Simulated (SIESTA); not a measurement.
**Ti3Al under changes of volume**

One of the cells (17.463 Å³/atom); the others are scaled copies at fixed shape and fractional positions:

```
CELL_PARAMETERS angstrom
2.94693 0.00000 0.00000
-1.47347 2.55212 0.00000
0.00000 0.00000 9.28747
ATOMIC_POSITIONS crystal
Ti 0.33333 0.66667 0.24941
Ti 0.33333 0.66667 0.75059
Ti 0.66667 0.33333 0.00000
Al 0.66667 0.33333 0.50000
```

The cell comes from a database or a generator and needn't be the stable form of this composition.

```yaml
Program: SIESTA 5.4.2
Functional: PBEsol
Potentials_or_basis: PseudoDojo 0.4 standard (PBEsol files)
Basis: DZP (energy shift 0.003 Ry; two zetas on semicore shells)
Grid_cutoff: 800 Ry
Energy_shift: 0.003 Ry
k_mesh: 10 × 10 × 3
Occupations: fermi-dirac, width 0.05 eV
Spin: no spin polarisation
```

```csv
volume (Å³/atom),energy over the lowest point (meV/atom),pressure (GPa),largest force (eV/Å)
16.093,6.97,4.4,0.035
16.435,0.66,1.6,0.053
16.778,0.00,-0.9,0.065
17.463,?,?,?
17.805,26.43,-7.1,0.101
18.147,43.42,-8.7,0.109
```

Q: What does the run at 17.463 Å³/atom give?

A: Energy over the lowest point 13.22 meV/atom; pressure -5.1 GPa; largest force 0.086 eV/Å.

Worked out: A Birch-Murnaghan fit of order 3 (a polynomial in V^(-2/3)) to the other rows has its minimum at 16.65 Å³/atom with B0 = V·E''(V) = 119 GPa and B' = 3.5 at fixed shape and positions, which overstates the stiffness. It gives 13.29 meV/atom at 17.463 Å³/atom, against the run's 13.22, and -dE/dV = -5.2 GPa, against -5.1.

Energies are extrapolated to zero smearing.

Caveats: the basis of atomic orbitals isn't converged, which shifts pressures, moduli and gaps.
